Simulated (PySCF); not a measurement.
# C3H3ClN2Si: the cost of one run

Programs: PySCF 2.14.0, with density-fitted response routines of our own. Each step states its level of theory. These are calculated values for one molecule in the gas phase, unless marked as measured. Atoms are numbered from 0 throughout.

### 1 The molecule as given

10 atoms, charge 0, multiplicity 1; geometry from: GFN2-xTB. The atoms were then displaced at random by about 0.01 Å, so the start is not that level's minimum.

Bonds of the start (Å): N0–C1 1.12, C1–Si2 1.86, Si2–C3 1.92, C3–N4 1.11, Si2–C5 1.90, C5–Cl6 1.78, Si2–H7 1.45, C5–H8 1.11, C5–H9 1.10.

### 2 Geometry optimisation at PBE0-D3(BJ)/def2-SVP

What the job is given:

```
{"job": {"xc": "PBE0", "basis": "def2-SVP", "d3": "d3bj", "grid": 1, "shake": 0.01, "kind": "geom"}, "charge": 0, "multiplicity": 1}
N      0.152200     2.802590    -1.072300
C      0.214150     1.703040    -0.864070
Si     0.335610    -0.127390    -0.533060
C      1.961660    -0.303290     0.469180
N      2.893830    -0.433200     1.060490
C     -1.104220    -0.628530     0.598370
Cl    -2.608850    -0.512600    -0.349610
H      0.452490    -0.875510    -1.774380
H     -1.219370     0.019030     1.488350
H     -1.027050    -1.665050     0.955980
```

On the command line:

```bash
> OMP_NUM_THREADS=1 python probes_run.py task.json out
```

This one command runs all jobs of the session in turn.

**Question.** How long does this first job take on 1 thread of Arm Neoverse N1, shared host, and how much memory does it need?

About 79 s, with a peak of 0.52 GiB.
